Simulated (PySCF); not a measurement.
**Cobalt: the same states on changed settings**

These states were run before on sound settings. What differs here: the spin-free X2C one-electron Hamiltonian (Gaussian nucleus), unsound on purpose. What does it move?

Method: unrestricted determinants in a Gaussian basis, no spin-orbit coupling in the energies. Code: PySCF 2.14.0.

## (1) Starting point

* Element: cobalt (Z = 27)
* Basis: pcseg-2
* Hamiltonian: the spin-free X2C one-electron Hamiltonian (Gaussian nucleus)
* State 1: Co⁺: [Ar] 3d8, high-spin 3F determinant
* State 2: Co²⁺: [Ar] 3d7, high-spin 4F determinant
* Methods: UHF, PBE0, B3LYP, MP2
* Core shells frozen in the correlated runs: valence: [Ar] (for Co⁺)

Outer shells as boxes (Hund's rule):

Co+ [Ar] 3d8
```
[Ar] core
3d [↑↓][↑↓][↑↓][↑ ][↑ ]
```

Co2+ [Ar] 3d7
```
[Ar] core
3d [↑↓][↑↓][↑ ][↑ ][↑ ]
```

The sound run (pcseg-2, the non-relativistic Hamiltonian (point nucleus), symmetry-adapted start, fine grid, valence correlation) gave:

| species | method | energy (hartree) |
| --- | --- | --- |
| Co⁺ | UHF | -1381.10962 |
| Co⁺ | PBE0 | -1382.24130 |
| Co⁺ | B3LYP | -1382.51432 |
| Co⁺ | MP2 (valence) | -1381.35811 |
| Co²⁺ | UHF | -1380.58409 |
| Co²⁺ | PBE0 | -1381.60422 |
| Co²⁺ | B3LYP | -1381.86295 |
| Co²⁺ | MP2 (valence) | -1380.73599 |

The runs were made by one driver on top of PySCF. The scripts below sum up each run's settings (the driver also hands on starting orbitals that pick excited configurations, and frozen orbitals as a list rather than a count), and the logs come from the driver's own runs. The driver starts from symmetry-adapted Hartree-Fock orbitals, holds the occupation by maximum overlap and uses a logarithmic radial grid for functionals, so a plain start would take other cycles.

The driver's launch:

```bash
> OMP_NUM_THREADS=1 python atomrun2.py TASK.json OUT
```

The integrals over 56 functions and the set-up took 0.59 s of CPU time.

## (2) Changed run, Co⁺

UHF:

The input, input.py:

```python
from pyscf import gto, scf, dft, mp, cc
import basis_set_exchange as bse
mol = gto.M(atom="Co 0 0 0", charge=1, spin=2, symmetry="D2h",
            basis=gto.basis.parse(bse.get_basis("pcseg-2", elements=["Co"], fmt="nwchem", header=False)),
            nucmod="G")
mf = scf.UHF(mol).sfx2c1e()
mf.irrep_nelec = {'Ag': (5, 3), 'B1g': (1, 1), 'B2g': (1, 1), 'B3g': (1, 1), 'B1u': (2, 2), 'B2u': (2, 2), 'B3u': (2, 2)}
mf.kernel()
```

The program printed:

```text
damping factor = 0
level_shift factor = 0
DIIS = <class 'pyscf.scf.diis.CDIIS'>
diis_start_cycle = 1
diis_space = 10
diis_damp = 0
SCF conv_tol = 1e-09
SCF conv_tol_grad = None
number electrons alpha = 14  beta = 12
cycle= 1 E= -1389.72487442831  delta_E= -0.00658  |g|= 0.0312  |ddm|= 0.0354
cycle= 2 E= -1389.72501324594  delta_E= -0.000139  |g|= 0.00549  |ddm|= 0.00613
cycle= 3 E= -1389.72501975833  delta_E= -6.51e-06  |g|= 0.00267  |ddm|= 0.00277
cycle= 4 E= -1389.7250215847  delta_E= -1.83e-06  |g|= 0.000794  |ddm|= 0.00115
cycle= 5 E= -1389.72502231491  delta_E= -7.3e-07  |g|= 0.000164  |ddm|= 0.00123
cycle= 6 E= -1389.72502234133  delta_E= -2.64e-08  |g|= 3.34e-05  |ddm|= 0.000248
cycle= 7 E= -1389.72502234244  delta_E= -1.1e-09  |g|= 6.19e-06  |ddm|= 4.58e-05
cycle= 8 E= -1389.72502234246  delta_E= -2.73e-11  |g|= 5.38e-07  |ddm|= 7.48e-06
converged SCF energy = -1389.72502234246  <S^2> = 2.0052025  2S+1 = 3.0034663
```

Time after the integrals: 0.51 s (1 thread of Neoverse-N1, shared host).

The occupied shells:

| shell | electrons | mean orbital energy (eV) | spread (eV) | rms radius (bohr) |
| --- | --- | --- | --- | --- |
| 1s α | 1 | -7769.4 | 0 | 0.0656 |
| 1s β | 1 | -7769.4 | 0 | 0.0656 |
| 2s α | 1 | -965.58 | 0 | 0.278 |
| 2s β | 1 | -963.79 | 0 | 0.278 |
| 2p α | 3 | -826.76 | 0 | 0.249 |
| 2p β | 3 | -824.97 | 0 | 0.249 |
| 3s α | 1 | -129.91 | 0 | 0.838 |
| 3s β | 1 | -125.01 | 0 | 0.838 |
| 3p α | 3 | -88.123 | 0 | 0.900 |
| 3p β | 3 | -82.215 | 0 | 0.900 |
| 3d α | 5 | -20.767 | 1.367 | 1.27 |
| 3d β | 3 | -18.328 | 0 | 1.27 |

⟨S²⟩ = 2.005, ⟨L²⟩ = 12.03.

PBE0:

input.py, as changed from the run before:

```diff
@@ -5,3 +5,3 @@
             nucmod="G")
-mf = scf.UHF(mol).sfx2c1e()
+mf = dft.UKS(mol, xc="PBE0").sfx2c1e()
 mf.irrep_nelec = {'Ag': (5, 3), 'B1g': (1, 1), 'B2g': (1, 1), 'B3g': (1, 1), 'B1u': (2, 2), 'B2u': (2, 2), 'B3u': (2, 2)}
```

The program printed:

```text
damping factor = 0
level_shift factor = 0
DIIS = <class 'pyscf.scf.diis.CDIIS'>
diis_start_cycle = 1
diis_space = 10
diis_damp = 0
SCF conv_tol = 1e-09
SCF conv_tol_grad = None
number electrons alpha = 14  beta = 12
XC functionals = PBE0
    C. Adamo and V. Barone.,  J. Chem. Phys. 110, 6158 (1999)
    M. Ernzerhof and G. E. Scuseria.,  J. Chem. Phys. 110, 5029 (1999)
cycle= 1 E= -1390.84840063327  delta_E= -0.00199  |g|= 0.153  |ddm|= 0.141
cycle= 2 E= -1390.8361725501  delta_E= 0.0122  |g|= 0.285  |ddm|= 0.159
cycle= 3 E= -1390.85338647809  delta_E= -0.0172  |g|= 0.00223  |ddm|= 0.103
cycle= 4 E= -1390.85338943928  delta_E= -2.96e-06  |g|= 0.000664  |ddm|= 0.0021
cycle= 5 E= -1390.85338968075  delta_E= -2.41e-07  |g|= 0.000123  |ddm|= 0.00069
cycle= 6 E= -1390.85338968511  delta_E= -4.36e-09  |g|= 2.8e-06  |ddm|= 7.35e-05
cycle= 7 E= -1390.85338968511  delta_E= -2.05e-12  |g|= 3.27e-07  |ddm|= 2.21e-06
converged SCF energy = -1390.85338968511  <S^2> = 2.0021639  2S+1 = 3.0014422
```

Time after the integrals: 1.7 s (1 thread of Neoverse-N1, shared host).

B3LYP:

input.py, as changed from the run before:

```diff
@@ -5,3 +5,3 @@
             nucmod="G")
-mf = dft.UKS(mol, xc="PBE0").sfx2c1e()
+mf = dft.UKS(mol, xc="B3LYP").sfx2c1e()
 mf.irrep_nelec = {'Ag': (5, 3), 'B1g': (1, 1), 'B2g': (1, 1), 'B3g': (1, 1), 'B1u': (2, 2), 'B2u': (2, 2), 'B3u': (2, 2)}
```

The program printed:

```text
damping factor = 0
level_shift factor = 0
DIIS = <class 'pyscf.scf.diis.CDIIS'>
diis_start_cycle = 1
diis_space = 10
diis_damp = 0
SCF conv_tol = 1e-09
SCF conv_tol_grad = None
number electrons alpha = 14  beta = 12
XC functionals = B3LYP
    P. J. Stephens, F. J. Devlin, C. F. Chabalowski, and M. J. Frisch.,  J. Phys. Chem. 98, 11623 (1994)
cycle= 1 E= -1391.11654533246  delta_E= 0.000589  |g|= 0.209  |ddm|= 0.182
cycle= 2 E= -1391.08925627128  delta_E= 0.0273  |g|= 0.414  |ddm|= 0.228
cycle= 3 E= -1391.12608481038  delta_E= -0.0368  |g|= 0.00486  |ddm|= 0.15
cycle= 4 E= -1391.12609188101  delta_E= -7.07e-06  |g|= 0.00097  |ddm|= 0.00279
cycle= 5 E= -1391.1260922003  delta_E= -3.19e-07  |g|= 0.000168  |ddm|= 0.000693
cycle= 6 E= -1391.1260922074  delta_E= -7.1e-09  |g|= 4.59e-06  |ddm|= 8.3e-05
cycle= 7 E= -1391.12609220741  delta_E= -4.09e-12  |g|= 4.19e-07  |ddm|= 2.02e-06
converged SCF energy = -1391.12609220741  <S^2> = 2.0024035  2S+1 = 3.0016019
```

It took 1.8 s on 1 thread of Neoverse-N1, shared host, the integrals not counted.

MP2 (valence):

input.py, as changed from the run before:

```diff
@@ -5,4 +5,5 @@
             nucmod="G")
-mf = dft.UKS(mol, xc="B3LYP").sfx2c1e()
+mf = scf.UHF(mol).sfx2c1e()
 mf.irrep_nelec = {'Ag': (5, 3), 'B1g': (1, 1), 'B2g': (1, 1), 'B3g': (1, 1), 'B1u': (2, 2), 'B2u': (2, 2), 'B3u': (2, 2)}
 mf.kernel()
+mp.UMP2(mf, frozen=9).kernel()
```

The driver printed no log here.

Time after the integrals: 0.12 s (1 thread of Neoverse-N1, shared host).

With 8 electrons correlated, the MP2 correlation energy is -0.25113 hartree (-0.09460 same spin, -0.15653 opposite spin); the SCS form gives -0.21937. Largest pairs of shells: 3d-3d -0.2511.

## (3) Changed run, Co²⁺: the ladder of methods

UHF:

The input, input.py:

```python
from pyscf import gto, scf, dft, mp, cc
import basis_set_exchange as bse
mol = gto.M(atom="Co 0 0 0", charge=2, spin=3, symmetry="D2h",
            basis=gto.basis.parse(bse.get_basis("pcseg-2", elements=["Co"], fmt="nwchem", header=False)),
            nucmod="G")
mf = scf.UHF(mol).sfx2c1e()
mf.irrep_nelec = {'Ag': (5, 4), 'B1g': (1, 1), 'B2g': (1, 0), 'B3g': (1, 0), 'B1u': (2, 2), 'B2u': (2, 2), 'B3u': (2, 2)}
mf.kernel()
```

The program printed:

```text
damping factor = 0
level_shift factor = 0
DIIS = <class 'pyscf.scf.diis.CDIIS'>
diis_start_cycle = 1
diis_space = 10
diis_damp = 0
SCF conv_tol = 1e-09
SCF conv_tol_grad = None
number electrons alpha = 14  beta = 11
cycle= 1 E= -1389.20613542185  delta_E= -0.00755  |g|= 0.0344  |ddm|= 0.0374
cycle= 2 E= -1389.20629835875  delta_E= -0.000163  |g|= 0.00564  |ddm|= 0.00626
cycle= 3 E= -1389.20630462575  delta_E= -6.27e-06  |g|= 0.00115  |ddm|= 0.00206
cycle= 4 E= -1389.20630506123  delta_E= -4.35e-07  |g|= 0.000467  |ddm|= 0.000615
cycle= 5 E= -1389.20630520652  delta_E= -1.45e-07  |g|= 7.09e-05  |ddm|= 0.000471
cycle= 6 E= -1389.20630520944  delta_E= -2.92e-09  |g|= 9.84e-06  |ddm|= 7.54e-05
cycle= 7 E= -1389.20630520949  delta_E= -5.28e-11  |g|= 1.19e-06  |ddm|= 9.62e-06
converged SCF energy = -1389.20630520949  <S^2> = 3.7540396  2S+1 = 4.0020193
```

Time after the integrals: 0.41 s (1 thread of Neoverse-N1, shared host).

The occupied shells:

| shell | electrons | mean orbital energy (eV) | spread (eV) | rms radius (bohr) |
| --- | --- | --- | --- | --- |
| 1s α | 1 | -7785.7 | 0 | 0.0656 |
| 1s β | 1 | -7785.6 | 0 | 0.0656 |
| 2s α | 1 | -982.90 | 0 | 0.278 |
| 2s β | 1 | -980.02 | 0 | 0.278 |
| 2p α | 3 | -844.02 | 0 | 0.249 |
| 2p β | 3 | -841.15 | 0 | 0.249 |
| 3s α | 1 | -147.67 | 0 | 0.833 |
| 3s β | 1 | -140.02 | 0 | 0.833 |
| 3p α | 3 | -105.84 | 0 | 0.889 |
| 3p β | 3 | -96.628 | 0 | 0.889 |
| 3d α | 5 | -37.938 | 1.438 | 1.13 |
| 3d β | 2 | -34.285 | 0 | 1.13 |

⟨S²⟩ = 3.754, ⟨L²⟩ = 12.03.

PBE0:

input.py, as changed from the run before:

```diff
@@ -5,3 +5,3 @@
             nucmod="G")
-mf = scf.UHF(mol).sfx2c1e()
+mf = dft.UKS(mol, xc="PBE0").sfx2c1e()
 mf.irrep_nelec = {'Ag': (5, 4), 'B1g': (1, 1), 'B2g': (1, 0), 'B3g': (1, 0), 'B1u': (2, 2), 'B2u': (2, 2), 'B3u': (2, 2)}
```

The program printed:

```text
damping factor = 0
level_shift factor = 0
DIIS = <class 'pyscf.scf.diis.CDIIS'>
diis_start_cycle = 1
diis_space = 10
diis_damp = 0
SCF conv_tol = 1e-09
SCF conv_tol_grad = None
number electrons alpha = 14  beta = 11
XC functionals = PBE0
    C. Adamo and V. Barone.,  J. Chem. Phys. 110, 6158 (1999)
    M. Ernzerhof and G. E. Scuseria.,  J. Chem. Phys. 110, 5029 (1999)
cycle= 1 E= -1390.2211546839  delta_E= -0.00401  |g|= 0.0756  |ddm|= 0.0783
cycle= 2 E= -1390.22067294935  delta_E= 0.000482  |g|= 0.0889  |ddm|= 0.0665
cycle= 3 E= -1390.22231824931  delta_E= -0.00165  |g|= 0.0015  |ddm|= 0.0364
cycle= 4 E= -1390.22231912751  delta_E= -8.78e-07  |g|= 0.000141  |ddm|= 0.00111
cycle= 5 E= -1390.22231913903  delta_E= -1.15e-08  |g|= 6.42e-06  |ddm|= 0.00015
cycle= 6 E= -1390.22231913904  delta_E= -9.78e-12  |g|= 1.92e-07  |ddm|= 2.92e-06
converged SCF energy = -1390.22231913904  <S^2> = 3.7516239  2S+1 = 4.0008119
```

Time after the integrals: 1.5 s (1 thread of Neoverse-N1, shared host).

B3LYP:

input.py, as changed from the run before:

```diff
@@ -5,3 +5,3 @@
             nucmod="G")
-mf = dft.UKS(mol, xc="PBE0").sfx2c1e()
+mf = dft.UKS(mol, xc="B3LYP").sfx2c1e()
 mf.irrep_nelec = {'Ag': (5, 4), 'B1g': (1, 1), 'B2g': (1, 0), 'B3g': (1, 0), 'B1u': (2, 2), 'B2u': (2, 2), 'B3u': (2, 2)}
```

The program printed:

```text
damping factor = 0
level_shift factor = 0
DIIS = <class 'pyscf.scf.diis.CDIIS'>
diis_start_cycle = 1
diis_space = 10
diis_damp = 0
SCF conv_tol = 1e-09
SCF conv_tol_grad = None
number electrons alpha = 14  beta = 11
XC functionals = B3LYP
    P. J. Stephens, F. J. Devlin, C. F. Chabalowski, and M. J. Frisch.,  J. Phys. Chem. 98, 11623 (1994)
cycle= 1 E= -1390.47820444959  delta_E= -0.00391  |g|= 0.106  |ddm|= 0.0993
cycle= 2 E= -1390.47675322042  delta_E= 0.00145  |g|= 0.134  |ddm|= 0.0958
cycle= 3 E= -1390.48050105977  delta_E= -0.00375  |g|= 0.000912  |ddm|= 0.0541
cycle= 4 E= -1390.48050145083  delta_E= -3.91e-07  |g|= 7.65e-05  |ddm|= 0.000773
cycle= 5 E= -1390.4805014548  delta_E= -3.97e-09  |g|= 5.9e-06  |ddm|= 8.95e-05
cycle= 6 E= -1390.48050145481  delta_E= -9.32e-12  |g|= 4.04e-07  |ddm|= 2.84e-06
converged SCF energy = -1390.48050145481  <S^2> = 3.7517928  2S+1 = 4.0008963
```

It took 1.6 s on 1 thread of Neoverse-N1, shared host, the integrals not counted.

MP2 (valence):

input.py, as changed from the run before:

```diff
@@ -5,4 +5,5 @@
             nucmod="G")
-mf = dft.UKS(mol, xc="B3LYP").sfx2c1e()
+mf = scf.UHF(mol).sfx2c1e()
 mf.irrep_nelec = {'Ag': (5, 4), 'B1g': (1, 1), 'B2g': (1, 0), 'B3g': (1, 0), 'B1u': (2, 2), 'B2u': (2, 2), 'B3u': (2, 2)}
 mf.kernel()
+mp.UMP2(mf, frozen=9).kernel()
```

The driver printed no log here.

It took 0.11 s on 1 thread of Neoverse-N1, shared host, the integrals not counted.

With 7 electrons correlated, the MP2 correlation energy is -0.15327 hartree (-0.06591 same spin, -0.08736 opposite spin); the SCS form gives -0.12680. Largest pairs of shells: 3d-3d -0.1533.

## (4) What moved

| species | method | converged | energy less sound run (eV) |
| --- | --- | --- | --- |
| Co⁺ | UHF | yes | -234.4371 |
| Co⁺ | PBE0 | yes | -234.3468 |
| Co⁺ | B3LYP | yes | -234.3383 |
| Co⁺ | MP2 (valence) | yes | -234.5089 |
| Co²⁺ | UHF | yes | -234.6225 |
| Co²⁺ | PBE0 | yes | -234.5103 |
| Co²⁺ | B3LYP | yes | -234.4954 |
| Co²⁺ | MP2 (valence) | yes | -234.6599 |

Ionisation energy of Co⁺:

| method | sound run (eV) | changed run (eV) | shift (eV) |
| --- | --- | --- | --- |
| UHF | 14.300 | 14.115 | -0.185 |
| PBE0 | 17.336 | 17.172 | -0.164 |
| B3LYP | 17.725 | 17.567 | -0.157 |
| MP2 | 16.929 | 16.778 | -0.151 |
| SCS-MP2 | 16.787 | 16.634 | -0.153 |

## (5) Results

| quantity | value |
| --- | --- |
| change | the spin-free X2C one-electron Hamiltonian (Gaussian nucleus) |
| runs converged | 8 of 8 |
| largest shift of a converged total energy | 235 eV |
| largest shift of the ionisation energy | -0.185 eV (UHF) |

The ionisation energy moves by up to 0.19 eV, at UHF. Most of the change in total energy is the relativistic energy itself. On top of that the contraction fixes the core shape for the Hamiltonian it was made with, so the changed run is not a good calculation with the other Hamiltonian either. The setting is unsound on purpose, so these numbers are no properties of the atom.
